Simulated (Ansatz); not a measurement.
## Li2Pt and its elements: a formation energy from the elements

Program: the Ansatz DFT code, driven from Python.

Input file `li2pt_li2pt.vasp`:
```text
Li2Pt
1.0
   4.18600000    0.00000000    0.00000000
  -2.09300000    3.62518234    0.00000000
   0.00000000    0.00000000    2.66100000
Li Pt
2 1
Direct
   0.33333333    0.66666667    0.50000000
   0.66666667    0.33333333    0.50000000
   0.00000000    0.00000000    0.00000000
```

Input file `li2pt_li.xyz`:
```text
1
Lattice="-1.75465 1.75465 1.75465 1.75465 -1.75465 1.75465 1.75465 1.75465 -1.75465" Properties=species:S:1:pos:R:3 pbc="T T T"
Li    0.00000000    0.00000000    0.00000000
```

The script reads `li2pt_pt.cif`:
```cif
data_Pt
_cell_length_a 2.773131
_cell_length_b 2.773131
_cell_length_c 2.773131
_cell_angle_alpha 60.00000
_cell_angle_beta 60.00000
_cell_angle_gamma 60.00000
_symmetry_space_group_name_H-M 'P 1'
_symmetry_Int_Tables_number 1
loop_
_symmetry_equiv_pos_as_xyz
'x, y, z'
loop_
_atom_site_label
_atom_site_type_symbol
_atom_site_fract_x
_atom_site_fract_y
_atom_site_fract_z
Pt1 Pt    0.000000    0.000000    0.000000
```

`li2pt.py`
```python
'''Formation energy of Li2Pt from the elements, after relaxing atoms and volume at fixed cell shape.'''

from collections import Counter

import ansatz as az
from ase.io import read
import numpy as np


def ground_state(name, crystal):
    calc = crystal.calculation()
    calc = calc.functional(az.Functional.PBESOL)
    calc = calc.basis(460)
    calc = calc.kpoints(spacing=0.27)
    calc = calc.occupations('fermi_dirac', width=0.1)
    calc = calc.stress()
    calc = calc.relax(force_tolerance=0.03, fix_cell=['shape'])
    return calc.run(threads=1)


def counts(outcome):
    return Counter(site.symbol for site in outcome.lattice.sites)

def formation_energy(outcome, mu):
    n = counts(outcome)
    return (outcome.report['energy_sigma0_ev'] - sum(k * mu[element] for element, k in n.items())) / sum(n.values())


def volume_per_atom(outcome):
    return abs(np.linalg.det(outcome.lattice.cell_ang)) / len(outcome.lattice.sites)

phases = {}
atoms = read('li2pt_li2pt.vasp', format='vasp')
li2pt = az.Crystal.from_ase(atoms)
phases['Li2Pt'] = li2pt
li = az.Crystal.from_extxyz('li2pt_li.xyz')
phases['Li'] = li
atoms = read('li2pt_pt.cif')
pt = az.Crystal.from_ase(atoms)
phases['Pt'] = pt

done = {}
for name, crystal in phases.items():
    done[name] = ground_state(name, crystal)
    print(f'{name}: {done[name].report["energy_sigma0_ev"]:.4f} eV, {len(done[name].lattice.sites)} atoms')

# chemical potentials of the elements at zero temperature
references = {'Li': 'Li', 'Pt': 'Pt'}
mu = {element: done[name].report['energy_sigma0_ev'] / len(done[name].lattice.sites) for element, name in references.items()}

target = done['Li2Pt']
heat = formation_energy(target, mu)
rows = [(name, len(o.lattice.sites), volume_per_atom(o), formation_energy(o, mu)) for name, o in done.items()]
print('| phase | atoms | V (A^3/atom) | E_form (eV/atom) |')
print('| --- | --- | --- | --- |')
for row in rows:
    print(f'| {row[0]} | {row[1]:d} | {row[2]:.3f} | {row[3]:.4f} |')
```

```console
$ python li2pt.py
Li2Pt: -12791.2586 eV, 3 atoms
Li: -202.9912 eV, 1 atoms
Pt: -12383.8317 eV, 1 atoms
| phase | atoms | V (A^3/atom) | E_form (eV/atom) |
| --- | --- | --- | --- |
| Li2Pt | 3 | 13.172 | -0.4815 |
| Li | 1 | 20.244 | 0.0000 |
| Pt | 1 | 15.042 | 0.0000 |
```

Notes:
- Total energies depend on the potentials; only differences at equal settings carry meaning.
- For the metals among these phases the mesh is modest: differences between phases can be off by up to 40 meV an atom.
- Atoms and volume are relaxed with the cell's shape held, which in cells of lower than cubic symmetry can hide stresses and shift volumes.
- Spin-orbit coupling, which matters for elements this heavy, is left out.
- The cells come from databases of deposited and of computed structures, and not all need be stable phases.
- The compound is the structure given, not necessarily its lowest; energies are at zero temperature, with no correction for gases. A semilocal functional's error on such energies is often 0.05 to 0.1 eV an atom, and 0.1 to 0.3 eV against gases such as O2 or F2.
- It ran for 10 s on 1 thread of Arm Neoverse V2 (shared host), peak memory 0.45 GiB.

(Lines on the test bed's own set-up are left out of the output.)
